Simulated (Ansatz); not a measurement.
# ZnPt (P4/mmm): convergence test of the k-point mesh

How fine a k-point mesh does ZnPt (P4/mmm) need? Aim: a convergence test of the k-point mesh, for ZnPt (P4/mmm), run from a script.

All numbers are computed with Ansatz 0.2.0, driven from Python. Level of theory: DFT PBEsol, plane waves, norm-conserving potentials.

### 1 The system

Symmetry: P4/mmm, No. 123, tetragonal system. The conventional cell has a = 2.864 Å, b = 2.864 Å, c = 3.510 Å, α = 90.00°, β = 90.00°, γ = 90.00°. Around Zn (site symmetry 4/mmm) lie 8 Pt at 2.68 Å and 4 Zn at 2.86 Å. Pt (site symmetry 4/mmm) has 8 Zn at 2.68 Å and 4 Pt at 2.86 Å as nearest neighbours.

No structure file is read: the coordinates are typed or built in the script.

### 2 Script

The input, kconv_znpt.py:

```python
"""Convergence of ZnPt with the k-point mesh."""

import csv

import ansatz

crystal = (
    ansatz.Lattice.from_parameters(2.864, 2.864, 3.51, alpha=90.0, beta=90.0, gamma=90.0)
    .atom("Zn", (0.5, 0.5, 0.5))
    .atom("Pt", (0.0, 0.0, 0.0))
)

calc = (
    crystal.calculation()
    .functional("pbesol")
    .pseudopotentials("nc")
    .occupations(ansatz.OccupationsMethod.FERMI_DIRAC, width=0.15)
    .mixing("anderson")
    .initial_density(normalization="atom")
    .scf(tolerance=1e-07, max_iterations=150, extra_bands=16, lower_state_search="off")
    .band_table()
)

rows = []
for value in [(3, 3, 2), (4, 4, 3), (5, 5, 4), (6, 6, 5), (8, 8, 6), (10, 10, 8)]:
    r = calc.kpoints(mesh=value).run().report
    rows.append((value, r["free_energy_ev"] / len(r["lattice"]["sites"]), r["n_iterations"], r["gap_by_band_count_ev"], r["n_kpoints"]))

with open("kconv.csv", "w", newline="") as handle:
    writer = csv.writer(handle)
    writer.writerow(["mesh", "F/atom (eV)", "iterations", "gap by band count (eV)", "k-points"])
    writer.writerows([round(v, 5) if isinstance(v, float) else v for v in row] for row in rows)

# the last row is the reference
for row in rows[:-1]:
    shift = 1000 * (row[1] - rows[-1][1])
    print(f"{row[0]}: {shift:+.2f} meV/atom" + ("  (within 5 meV)" if abs(shift) < 5 else ""))
```

### 3 The run

Run with:

```bash
python kconv_znpt.py
```

**Question.** How fast does the energy converge with the mesh (threshold 5 meV an atom)?

The runs gave:

```
                              quantity           value
                         runs compared               6
       last run but one, from the last  -3.97 meV/atom
within 5 meV/atom of the last run from       [6, 6, 5]
```

**Reading.** From 6×6×5 on it stays within 5 meV an atom of the value at 10×10×8; the first row (3×3×2) is off by 34.1 meV and the last but one by 3.97 meV. This holds for F at a smearing of 0.15 eV; a narrower one needs a denser mesh. It goes up and down, since the sum over k-points isn't variational. No spin polarisation was allowed. A Fermi-Dirac width this large means warm electrons, whose thermal share enters the free energy. Shifts are counted from the finest mesh, which is itself no proven limit. Spin-orbit coupling is left out, though heavy elements are present.
